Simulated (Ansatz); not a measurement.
# Ir (P6_3/mmc): test of the smearing width

How much does the smearing width move the energy of Ir (P6_3/mmc)? Wanted for Ir (P6_3/mmc): a test of the smearing width.

This is Ir in the hcp structure; at room conditions it is fcc.

All numbers are computed with Ansatz 0.2.0 through its Python package. Level of theory: DFT r2SCAN, plane waves, PAW.

## (1) Starting point

Symmetry: P6_3/mmc, No. 194, hexagonal system. The conventional cell has a = 2.751 Å, b = 2.751 Å, c = 4.462 Å, α = 90.00°, β = 90.00°, γ = 120.00°. Ir (site symmetry -6m2) has 12 Ir at 2.74 to 2.75 Å as nearest neighbours.

The script holds or builds the structure itself.

## (2) Script

smear.py

```python
import argparse
import csv
import logging
import sys

import ansatz

logging.basicConfig(stream=sys.stdout, format="%(levelname)s %(message)s")
log = logging.getLogger("calc")
log.setLevel(logging.INFO)

parser = argparse.ArgumentParser(description="How the energy of Ir depends on the smearing.")
parser.add_argument("--max-iterations", type=int, default=100, help="most SCF iterations")
parser.add_argument("--xc", default="r2SCAN", help="exchange-correlation functional")
parser.add_argument("--cutoff-ev", type=float, default=300.0, help="plane-wave cutoff (eV)")
parser.add_argument("--kgrid", type=int, nargs=3, required=True, help="k-point sampling")
args = parser.parse_args()


def main() -> None:
    lattice = ansatz.Lattice.of(
        (2.751378, 0.0, 0.0),
        (-1.375689, 2.382763, 0.0),
        (0.0, 0.0, 4.46229),
    )
    sites = [
        ("Ir", (2 / 3, 1 / 3, 0.75)),
        ("Ir", (1 / 3, 2 / 3, 0.25)),
    ]
    xtal = ansatz.Crystal(lattice=lattice)
    for symbol, position in sites:
        xtal = xtal.atom(symbol, position)

    job = (
        xtal.calculation()
        .scf(max_iterations=args.max_iterations)
        .functional(args.xc)
        .basis(args.cutoff_ev, density_ratio=4)
        .kpoints(*args.kgrid, shift=0.5)
        .stress()
    )

    rows = []
    for value in [0.25, 0.15, 0.1, 0.05, 0.025]:
        summary = job.occupations("gaussian", width=value).run(threads=1, backend="cpu").report
        rows.append((value, summary["free_energy_ev"] / len(summary["lattice"]["sites"]), summary["n_iterations"], sum(summary["stress_gpa"][i][i] for i in range(3)) / 3, summary["n_kpoints"]))

    with open("smear.csv", "w", newline="") as handle:
        writer = csv.writer(handle)
        writer.writerow(["width (eV)", "F/atom (eV)", "iterations", "P (GPa)", "k-points"])
        writer.writerows([round(v, 5) if isinstance(v, float) else v for v in row] for row in rows)

    for row in rows[:-1]:
        shift = 1000 * (row[1] - rows[-1][1])
        log.info(f"{row[0]}: {shift:+.2f} meV/atom" + ("  (within 1 meV)" if abs(shift) < 1 else ""))


if __name__ == "__main__":
    main()
```

## (3) The input behind the calls

The engine receives this input (first run):

```yaml
crystal:
  lattice:
    - [2.751378, 0.0, 0.0]
    - [-1.375689, 2.382763, 0.0]
    - [0.0, 0.0, 4.46229]
  atoms:
    - { symbol: Ir, position: [0.6666666666666666, 0.3333333333333333, 0.75] }
    - { symbol: Ir, position: [0.3333333333333333, 0.6666666666666666, 0.25] }
basis:
  ecutwfc: 300.0
  ecutrho_ratio: 4
kpoints:
  mp_grid:
    grid: [7, 7, 4]
    shift: [0.5, 0.5, 0.5]
hamiltonian:
  xc: r2scan
scf:
  max_iter: 100
  occupations:
    method: gaussian
    width: 0.25
output:
  stress: true
```

## (4) Running it

The run is started by

```
> python smear.py --kgrid 7 7 4
```

The log of the run:

```text
DeckWarning: basis.ecutwfc = 300 eV is below the records' recommended 500 eV, and the density's cutoff is lower with it unless basis.ecutrho_ratio is high enough to keep the records' density cutoff: compare with a run at a higher cutoff
DeckWarning: basis.ecutrho_ratio = 4 (ecutrho = 1200 eV) is below the records' recommended 2000 eV
DeckWarning: crystal.symmetry: narrowed to the stabiliser of the k-point mesh — unitary ops 24 → 8; excluded 16 operations that carry a point of the 7×7×4 mesh (shift [0.5, 0.5, 0.5]) off the mesh (the run samples exactly the mesh kpoints.mp_grid names, as [...]
INFO 0.25: -27.33 meV/atom
INFO 0.15: -10.22 meV/atom
INFO 0.1: -4.46 meV/atom
INFO 0.05: -0.96 meV/atom  (within 1 meV)
```

(Warnings from the package without file and line, shortened.)

Run time: 8.9 s. Hardware: 1 thread of Arm Neoverse V1, shared host; peak memory 0.35 GiB.

File smear.csv afterwards:

```csv
width (eV),F/atom (eV),iterations,P (GPa),k-points
0.25,-11948.42905,7,-8.8493,32
0.15,-11948.41194,7,-9.03955,32
0.1,-11948.40617,7,-9.08572,32
0.05,-11948.40268,6,-9.09916,32
0.025,-11948.40172,6,-9.10828,32
```

## (5) What changed from run to run

The engine's inputs for some of the other runs:

Run 2, against run 1:

```diff
@@ -22 +22 @@
-    width: 0.25
+    width: 0.15
```

Run 3, against run 1:

```diff
@@ -22 +22 @@
-    width: 0.25
+    width: 0.1
```

Run 5, against run 1:

```diff
@@ -22 +22 @@
-    width: 0.25
+    width: 0.025
```

## (6) The runs side by side

The 5 runs, in the order started:

| run | width (eV) | energy from run 5 (meV/atom) | the same at zero width (meV/atom) | pressure (GPa) | SCF cycles | CPU time (s) |
| --- | --- | --- | --- | --- | --- | --- |
| 1 | 0.25 | -27.33 | -2.19 | -8.85 | 7 | 1.7 |
| 2 | 0.15 | -10.22 | -0.50 | -9.04 | 7 | 1.5 |
| 3 | 0.1 | -4.46 | -0.17 | -9.09 | 7 | 1.5 |
| 4 | 0.05 | -0.96 | -0.26 | -9.10 | 6 | 1.5 |
| 5 | 0.025 | 0.00 | 0.00 | -9.11 | 6 | 1.5 |

Energies are free energies F = E - TS of the smeared occupations. 

## (7) What came out

| quantity | value |
| --- | --- |
| runs compared | 5 |
| last run but one, from the last | -0.96 meV/atom |
| within 5 meV/atom of the last run from | 0.1 |

What this shows: Runs 1, 2, 3, 4, 5: each has a cutoff under the recommended one, so what rests on them isn't a property of the system. Going from 0.025 to 0.25 eV changes F by -27.3 meV an atom. With this scheme F falls roughly as the square of the width; the report's estimate for zero width (energy_sigma0_ev) moves by only -2.2 meV. The pressure moves from -9.11 to -8.85 GPa. What to keep in mind:
- The cutoff lies under the one recommended for these potentials.
- No spin polarisation was allowed.
- Under the recommended cutoff a pressure can be off by several GPa, even in sign.
- The mesh is modest for a metal, so energies can be off by several to tens of meV an atom and pressures by half a GPa or more; differences at equal mesh fare better.
- The free energy holds a sizeable smearing term, which stands for no physical temperature.
- The narrowest width needs the finest mesh, so the last row is no converged reference.
- Pressure is positive in compression.
- Spin-orbit coupling, which matters for elements this heavy, is left out.
- This isn't the structure that Ir takes at ambient conditions. Whether this is the phase that is stable at ambient conditions was not tested.
